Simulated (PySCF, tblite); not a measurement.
# FH₈OPSi₃, a small molecule taken as a stand-in for a surface group (Si site with back bonds O[SiH3], F, [PH][SiH3]): NMR shifts, core binding energies and electronic excitations, part 1 of 2

Aim: the NMR shifts, core binding energies and electronic excitations of `F[SiH](O[SiH3])P[SiH3]`.

Computed with tblite 0.8.0 and PySCF 2.14.0; each step states its level. No surroundings beyond the atoms listed, unless a continuum is named. Atoms count from 0, parts from 1.

## 1. The system as given

14 atoms, charge 0, multiplicity 1; geometry: distance geometry start.

## 2. Geometry optimisation with GFN2-xTB

Job settings and geometry (Å):

```
{"job": {"kind": "relax", "xc": "GFN2-xTB", "basis": "xTB"}, "charge": 0, "multiplicity": 1}
Si    -1.654277     0.449243    -0.885940
O     -0.544657     1.423265     0.101004
Si     0.170445     0.865282     1.628378
F     -1.139273     0.429478    -2.490344
P     -1.676288    -1.622007    -0.128714
Si     0.226553    -2.670456    -0.180734
H     -2.942244     0.987580    -0.794020
H      1.554600     0.579481     1.421504
H      0.073429     1.928885     2.579315
H     -0.495963    -0.261985     2.116412
H     -2.517983    -1.836479     0.963735
H      0.031606    -3.977124     0.314229
H      0.711088    -2.710074    -1.488032
H      1.142217    -2.010229     0.665969
```

Level: GFN2-xTB geometry optimisation, gas phase.

The run is started by

```bash
$ OMP_NUM_THREADS=1 python cluster_run.py task.json out
```

This one command runs all jobs of the session in turn.

Log:

```text
step      E/eV     max force
  0    -563.45243    3.179
  1    -563.95595    1.879
  2    -564.29832    1.484
  3    -564.40305    1.429
  4    -564.71758    0.857
  5    -564.80134    0.897
  6    -564.87685    0.714
  7    -564.92464    0.464
  8    -564.95020    0.386
  9    -564.97007    0.396
 10    -564.98889    0.455
 11    -565.00962    0.478
 12    -565.03188    0.461
 13    -565.05002    0.442
 14    -565.06318    0.340
 15    -565.07061    0.226
 16    -565.07553    0.207
 17    -565.08112    0.219
 18    -565.08801    0.300
 19    -565.09577    0.331
 20    -565.10280    0.263
 21    -565.10773    0.188
 22    -565.11094    0.166
 23    -565.11413    0.163
 24    -565.11739    0.181
 25    -565.12010    0.145
 26    -565.12212    0.132
 27    -565.12395    0.108
 28    -565.12582    0.095
 29    -565.12742    0.108
 30    -565.12882    0.118
 31    -565.13037    0.107
 32    -565.13229    0.127
 33    -565.13454    0.151
 34    -565.13702    0.164
 35    -565.13945    0.132
 36    -565.14134    0.112
 37    -565.14269    0.122
 38    -565.14383    0.105
 39    -565.14510    0.105
 40    -565.14666    0.124
 41    -565.14806    0.098
 42    -565.14882    0.062
 43    -565.14916    0.058
 44    -565.14945    0.062
 45    -565.14985    0.062
 46    -565.15036    0.079
 47    -565.15077    0.057
 48    -565.15094    0.021
 49    -565.15099    0.014
 50    -565.15102    0.015
 51    -565.15107    0.019
 52    -565.15116    0.026
 53    -565.15129    0.032
 54    -565.15141    0.027
 55    -565.15150    0.024
 56    -565.15156    0.022
 57    -565.15161    0.022
 58    -565.15170    0.026
 59    -565.15183    0.031
 60    -565.15197    0.022
 61    -565.15206    0.019
 62    -565.15210    0.020
 63    -565.15215    0.020
 64    -565.15223    0.033
 65    -565.15239    0.047
 66    -565.15264    0.050
 67    -565.15287    0.030
 68    -565.15301    0.022
 69    -565.15309    0.021
 70    -565.15316    0.031
 71    -565.15327    0.036
 72    -565.15341    0.030
 73    -565.15352    0.021
 74    -565.15356    0.009
 75    -565.15358    0.008
 76    -565.15359    0.008
```

It took 2.9 s on 1 thread of Arm Neoverse V1, shared host.

Step by step:

```csv
step,energy from step 0 (eV),largest force (eV/Å)
0,0.0000,3.1791
3,-0.9506,1.4287
6,-1.4244,0.7137
9,-1.5176,0.3958
12,-1.5794,0.4607
15,-1.6182,0.2261
18,-1.6356,0.2991
21,-1.6553,0.1877
24,-1.6650,0.1812
27,-1.6715,0.1075
30,-1.6764,0.1181
33,-1.6821,0.1505
36,-1.6889,0.1124
39,-1.6927,0.1055
42,-1.6964,0.0620
45,-1.6974,0.0613
48,-1.6985,0.0205
51,-1.6986,0.0188
54,-1.6990,0.0271
57,-1.6992,0.0223
60,-1.6995,0.0224
63,-1.6997,0.0196
66,-1.7002,0.0494
69,-1.7007,0.0215
72,-1.7010,0.0300
75,-1.7011,0.0081
76,-1.7012,0.0077
```

Distances of close pairs at the start and the end, largest changes first:

```csv
bond,before (Å),after (Å),change (Å)
Si0–O1,1.776,1.607,-0.169
O1–Si2,1.776,1.624,-0.152
Si0–F3,1.685,1.608,-0.077
Si5–H12,1.395,1.462,+0.068
Si2–H9,1.398,1.464,+0.067
P4–Si5,2.173,2.234,+0.061
Si5–H13,1.411,1.468,+0.057
Si5–H11,1.411,1.466,+0.055
```

## 3. Optimising the geometry at PBE0-D3(BJ)/def2-SVP

Job settings and geometry (Å):

```
{"job": {"xc": "PBE0", "basis": "def2-SVP", "d3": "d3bj", "grid": 2, "kind": "geom", "shake": 0.01}, "charge": 0, "multiplicity": 1}
Si    -1.094135     0.824451    -0.998669
O     -0.265923     1.490258     0.193837
Si     0.696437     1.630621     1.477776
F     -0.194995     1.081467    -2.328373
P     -1.503927    -1.336873    -0.828876
Si     0.572510    -2.121865    -0.615933
H     -2.289069     1.669107    -1.150540
H      2.103973     1.473384     1.008213
H      0.426201     2.974217     2.016102
H      0.336490     0.577454     2.441229
H     -1.777981    -1.285267     0.546469
H      0.431065    -3.478481    -0.062437
H      1.118191    -2.160947    -1.969027
H      1.434687    -1.352135     0.284639
```

Log:

```text
step   0  E = -1388.66319418  max force = 0.023686
step   1  E = -1388.67012166  max force = 0.005423
step   2  E = -1388.67066630  max force = 0.002240
step   3  E = -1388.67075184  max force = 0.001663
step   4  E = -1388.67086086  max force = 0.001185
step   5  E = -1388.67108861  max force = 0.002589
step   6  E = -1388.67130576  max force = 0.003739
step   7  E = -1388.67148979  max force = 0.002494
step   8  E = -1388.67165367  max force = 0.000877
step   9  E = -1388.67166737  max force = 0.000476
step  10  E = -1388.67167518  max force = 0.000418
optimisation converged
```

It took 2.3 min on 1 thread of Arm Neoverse V1, shared host; peak memory 0.75 GiB.

The steps of the relaxation:

```csv
step,energy from step 0 (eV),largest force component (eV/Å)
0,0.0000,1.2180
1,-0.1885,0.2789
2,-0.2033,0.1152
3,-0.2057,0.0855
4,-0.2086,0.0609
5,-0.2148,0.1331
6,-0.2207,0.1923
7,-0.2257,0.1282
8,-0.2302,0.0451
9,-0.2306,0.0245
10,-0.2308,0.0215
```

Distances of close pairs at the start and the end, largest changes first:

```csv
bond,before (Å),after (Å),change (Å)
O1–Si2,1.611,1.665,+0.055
Si0–P4,2.206,2.250,+0.043
Si0–O1,1.597,1.639,+0.042
P4–Si5,2.230,2.267,+0.037
Si5–H13,1.465,1.496,+0.031
Si5–H12,1.460,1.489,+0.030
P4–H10,1.403,1.430,+0.026
Si2–H9,1.472,1.494,+0.022
```

The next job starts from the end point, and lists it.

```csv
at the end point,value
point group (found at 0.08 Å tolerance),C1
"rotational constants (GHz, main isotopes)","1.742, 1.023, 0.861"
dipole moment (D),1.68
```

## 4. Shielding tensors: PBE0/pcSseg-1

Job settings and geometry (Å):

```
{"job": {"kind": "nmr", "xc": "PBE0", "basis": "pcSseg-1"}, "charge": 0, "multiplicity": 1}
Si    -1.030938     0.878363    -1.045948
O     -0.323124     1.677112     0.198614
Si     0.667149     1.581430     1.534208
F      0.043279     0.744723    -2.259307
P     -1.611316    -1.235397    -0.538972
Si     0.511066    -2.026922    -0.625197
H     -2.160852     1.698330    -1.540936
H      2.095708     1.606358     1.111330
H      0.371561     2.749072     2.409042
H      0.385803     0.315827     2.277489
H     -1.610790    -1.002148     0.871447
H      0.560093    -3.263284     0.209912
H      0.812479    -2.363514    -2.044366
H      1.534707    -1.061482    -0.117692
```

With the program's defaults for keys left out, this is: GIAO PBE0/pcSseg-1 NMR shielding, non-relativistic, gas phase.

Log:

```text
coarse grid: 13632 points
cycle   1  E = -1388.9402665042  dE =  2.168e-01  |g| = 8.712e-01  |ddm| = 3.390e+00
cycle   2  E = -1388.7191013947  dE =  2.212e-01  |g| = 1.416e+00  |ddm| = 1.600e+00
cycle   3  E = -1389.0667978604  dE = -3.477e-01  |g| = 1.049e-01  |ddm| = 1.097e+00
cycle   4  E = -1389.0686616162  dE = -1.864e-03  |g| = 6.017e-02  |ddm| = 1.525e-01
cycle   5  E = -1389.0692784925  dE = -6.169e-04  |g| = 1.238e-02  |ddm| = 4.731e-02
cycle   6  E = -1389.0693031357  dE = -2.464e-05  |g| = 3.180e-03  |ddm| = 1.385e-02
cycle   7  E = -1389.0693054084  dE = -2.273e-06  |g| = 5.106e-04  |ddm| = 4.509e-03
final grid: 113496 points
cycle   8  E = -1389.1177689097  dE = -1.507e-05  |g| = 6.745e-03  |ddm| = 2.029e-02
cycle   9  E = -1389.1177569429  dE =  1.197e-05  |g| = 1.065e-02  |ddm| = 1.082e-02
cycle  10  E = -1389.1177762369  dE = -1.929e-05  |g| = 6.560e-04  |ddm| = 6.865e-03
cycle  11  E = -1389.1177763251  dE = -8.827e-08  |g| = 1.568e-04  |ddm| = 9.168e-04
cycle  12  E = -1389.1177763317  dE = -6.589e-09  |g| = 2.780e-05  |ddm| = 2.383e-04
cycle  13  E = -1389.1177763319  dE = -1.298e-10  |g| = 1.387e-05  |ddm| = 3.424e-05
converged SCF energy = -1389.1177763319

GIAO shielding tensors (ppm)
atom      isotropic    diamagn.    paramagn.     s11        s22        s33       span
  0 Si     355.338     878.606    -523.268    330.769    344.193    391.053     60.284
  1 O      269.885     401.014    -131.129    196.580    287.659    325.415    128.836
  2 Si     390.758     878.663    -487.905    345.850    367.274    459.151    113.300
  3 F      315.963     471.937    -155.974    236.131    332.182    379.576    143.445
  4 P      621.719     970.660    -348.940    549.871    610.552    704.735    154.864
  5 Si     429.440     880.746    -451.306    408.595    425.229    454.494     45.899
  6 H       25.764      27.485      -1.721     21.782     22.967     32.542     10.760
  7 H       26.179      29.206      -3.027     23.017     24.526     30.993      7.977
  8 H       26.335      27.708      -1.373     22.882     24.310     31.814      8.931
  9 H       26.331      30.692      -4.362     22.684     26.369     29.939      7.254
 10 H       30.071      32.987      -2.916     25.280     27.133     37.800     12.521
 11 H       27.105      28.995      -1.890     23.688     24.439     33.189      9.501
 12 H       27.112      29.109      -1.997     23.764     24.664     32.908      9.144
 13 H       26.873      31.315      -4.441     22.636     26.810     31.174      8.538
```

Wall time 21 s (1 thread of Arm Neoverse V1, shared host); peak memory 0.92 GiB.

Shifts follow as δ = σ(reference) − σ, with reference shieldings (ppm) from runs at the same level and on the same kind of geometry: ¹H TMS 31.27, ²⁹Si TMS 352.0, ¹⁹F CFCl3 177.2, ¹⁷O H2O 334.6, ³¹P H3PO4 310.1. The references are single molecules in the gas phase, so shifts against H2O, NH3, PH3, H3PO4 or CFCl3 are not on the usual liquid scales and can be off by tens of ppm.

```csv
atoms,environment,σ (ppm),δ (ppm)
H6,"hydrogen on a silicon bonded to F, O, P",25.76,5.50
H7,hydrogen on a silicon bonded to O,26.18,5.09
H9,hydrogen on a silicon bonded to O,26.33,4.94
H8,hydrogen on a silicon bonded to O,26.34,4.93
H13,hydrogen on a silicon bonded to P,26.87,4.39
H11,hydrogen on a silicon bonded to P,27.11,4.16
H12,hydrogen on a silicon bonded to P,27.11,4.15
H10,hydrogen on a phosphorus bonded to 2 Si,30.07,1.20
Si0,"silicon bonded to F, O, P, H",355.3,-3.3
Si2,"silicon bonded to O, 3 H",390.8,-38.8
Si5,"silicon bonded to P, 3 H",429.4,-77.4
O1,oxygen bonded to 2 Si,269.9,64.7
F3,fluorine bonded to Si,316.0,-138.7
P4,"phosphorus bonded to 2 Si, H",621.7,-311.6
```

The run also stored atomic charges by several schemes (e):

```csv
atoms,Mulliken,IAO,Hirshfeld,ESP fit
Si0,1.05,1.21,0.43,0.91
O1,-0.75,-0.86,-0.30,-0.53
Si2,0.70,0.84,0.39,0.58
F3,-0.43,-0.53,-0.20,-0.33
P4,-0.43,-0.25,-0.07,-0.47
Si5,0.31,0.41,0.25,0.47
```

Mayer bond orders: Si0–O1 0.96, O1–Si2 0.87, Si0–F3 0.89, Si0–P4 0.95, P4–Si5 0.91.

(Continued in part 2 of 2.)
